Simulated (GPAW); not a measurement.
**BHBr (SMILES [BH]Br) at UPBE/real-space grid (scalar-relativistic datasets)**

Aim: energy and one-electron properties of BHBr. 

The calculation is run with GPAW 26.7.0.

1 further run of the same task is left out (set aside as unsound or not needed).

## (1) The molecule

BHBr has 3 atoms, charge 0, and is taken as a doublet. As SMILES, `[BH]Br`. The coordinates come from a PBE0-D4/def2-TZVP relaxation.

Bond lengths: B1–Br2 1.868 Å, B1–H3 1.193 Å. Angles: Br2–B1–H3 123.6°.

## (2) The charge distribution at UPBE/real-space grid (scalar-relativistic datasets)

Input file run.py:

```python
import numpy as np
from ase import Atoms
from ase.units import Bohr, Debye
from gpaw import GPAW

# Geometry
positions_bohr = np.array(
              [[ -0.178579,  -0.988327,  -0.218641],
               [  2.231767,   1.064294,   1.341328],
               [ -2.073785,  -0.198421,  -1.147631]])
system = Atoms(['B', 'Br', 'H'], positions=positions_bohr * Bohr)
system.center(vacuum=4.5)
system.set_initial_magnetic_moments([0.5, 0.5, 0.0])

# Ground state
calc = GPAW(mode='fd',
            h=0.18,
            xc='PBE',
            symmetry='off',
            maxiter=150,
            occupations={'name': 'fermi-dirac', 'width': 0.0, 'fixmagmom': True},
            txt='-')
system.calc = calc

energy = system.get_potential_energy()
print(f'Energy                  {energy:.5f} eV')
forces = system.get_forces()
print('Forces (eV/Ang)')
for symbol, f in zip(system.symbols, forces):
    print(f'{symbol:2} {f[0]:9.4f} {f[1]:9.4f} {f[2]:9.4f}')
dipole = system.get_dipole_moment() / Debye
print(f'Dipole                  {np.linalg.norm(dipole):.3f} D')
print('Moments:', system.get_magnetic_moments().round(3))
```

Started as:

```
$ python run.py > run.log
```

The log of the run:

```text
[...]
Number of symmetries: 1
[...]
  Number of IBZ points: 1
[...]
Spin-components: 2 (collinear spins)
Bands:           9
[...]
  Valence electrons: 11.0
[...]
  Grid points: [64 56 56]
  Charge: 0.0  # |e|
[...]
    cutoffs:
[...]
occupation numbers:
  Fixed magnetic moment: 1.000
[...]
xc functional:
  name: PBE with 2 nearest neighbor stencil
[...]
|iter     |     time |      energy | eigst |  dens |  magmom |
[...]
|iter:   1| 00:00:02 |   -9.921288 | +0.92 |       |  +0.9922|
[...]
|iter:  15| 00:00:22 |   -9.616971c| -7.74c| -5.78c|  +1.0000|
Converged in 15 steps
[...]
Energy contributions relative to reference atoms: (reference = -71584.227459)
Energy contributions:
  Kinetic:          12.551121
  Coulomb:         -12.505261
  Zero:              0.018237
  External:          0.000000
  Xc:               -9.681068
  Entropy:           0.000000
  Spinorbit:         0.000000
  ----------------------------
  Free energy:      -9.616971
  Extrapolated:     -9.616971
dipole moment: (-0.017254, 0.117824, 0.005366)  # |e|*Ang
Total magnetic moment: (0.000000, 0.000000, 1.000000)
Local magnetic moments
|        x |        y |        z |
|----------|----------|----------|
| 0.000000 | 0.000000 | 0.166280 |  # B    0
| 0.000000 | 0.000000 | 0.056666 |  # Br   1
| 0.000000 | 0.000000 | 0.020335 |  # H    2
Fermi levels: -4.071, -2.997
Eigenvalues  # (at kpt = [0.000, 0.000, 0.000])
| band index |      eig [eV] | occ [0-1] |      eig [eV] | occ [0-1] |
|------------|---------------|-----------|---------------|-----------|
|          0 |       -20.958 |     1.000 |       -20.870 |     1.000 |
|          1 |       -12.516 |     1.000 |       -12.102 |     1.000 |
|          2 |        -9.832 |     1.000 |        -9.585 |     1.000 |
|          3 |        -8.415 |     1.000 |        -8.358 |     1.000 |
|          4 |        -8.206 |     1.000 |        -7.879 |     1.000 |
|          5 |        -4.901 |     1.000 |        -2.752 |     0.000 |
|          6 |        -3.241 |     0.000 |        -2.626 |     0.000 |
|          7 |        -0.133 |     0.000 |         0.026 |     0.000 |
|          8 |         0.105 |     0.000 |         0.317 |     0.000 |
Gap: 1.659 eV
Transition (v -> c):
[...]
Forces (eV/Ang)
B    -0.0252   -0.1926   -0.0424
Br    0.1443    0.1364    0.0988
H    -0.1222    0.0580   -0.0629
Dipole                  0.573 D
Moments: [0.166 0.057 0.02 ]
```

It took 23 s on 1 thread of Arm Neoverse V1, shared host; peak memory 0.66 GiB.

## (3) Results

At UPBE/real-space grid (scalar-relativistic datasets):

| quantity | value |
| --- | --- |
| energy as printed (from the program's reference atoms) | -9.6170 eV |
| dipole moment | 0.57 D |
| HOMO energy (highest over α and β) | -4.90 eV |
| LUMO energy (lowest over α and β) | -3.24 eV |
| largest force on an atom | 0.222 eV/Å |
